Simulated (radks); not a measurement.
**Ga⁺ in [Ar] 3d10 4s2: an all-electron calculation**

One table from this session's results is given with a row withheld; the runs are named, their logs left out.

The numbers are computed with radks (a radial shooting solver on a logarithmic mesh, Libxc functionals) version 1 (scalar-relativistic Kohn-Sham, BLYP, spin-polarised, spherical densities, point nucleus), except any that are marked as measured or tabulated.

### What is computed

| Quantity | Value |
| --- | --- |
| element | gallium (Z = 31) |
| charge | +1 |
| electrons | 30 |
| configuration | [Ar] 3d10 4s2 |

Outer shells as boxes (Hund's rule):

Ga⁺
```
[Ar] core
3d [↑↓][↑↓][↑↓][↑↓][↑↓]
4s [↑↓]
```

The first run:

Input:

```text
Z 31
configuration [Ar] 3d10 4s2 4p0 5s0 4d0 4f0
relativity scalar-relativistic
functional b88,lyp
spin polarised
nucleus point
c 137.035999084
```

One of the session's tables, all rows but one given; the rest of the session is left out.

From the orbitals of this run (lengths in bohr):

| level | <r> | outermost maximum (interpolated) | 90 % within | nodes |
| --- | --- | --- | --- | --- |
| 1s | ? | ? | ? | ? |
| 2s | 0.2178 | 0.182 | 0.337 | 1 |
| 2p | 0.1907 | 0.146 | 0.312 | 0 |
| 3s | 0.6519 | 0.564 | 0.977 | 2 |
| 3p | 0.6792 | 0.566 | 1.05 | 1 |
| 3d | 0.8084 | 0.532 | 1.40 | 0 |
| 4s | 2.217 | 1.84 | 3.34 | 3 |
| 4p | 2.869 | 2.32 | 4.41 | 2 |

Estimate the missing values for 1s.

As computed: <r>: 0.04860; outermost maximum (interpolated): 0.0318; 90 % within: 0.0868; nodes: 0. In the column «<r>» it is the lowest.
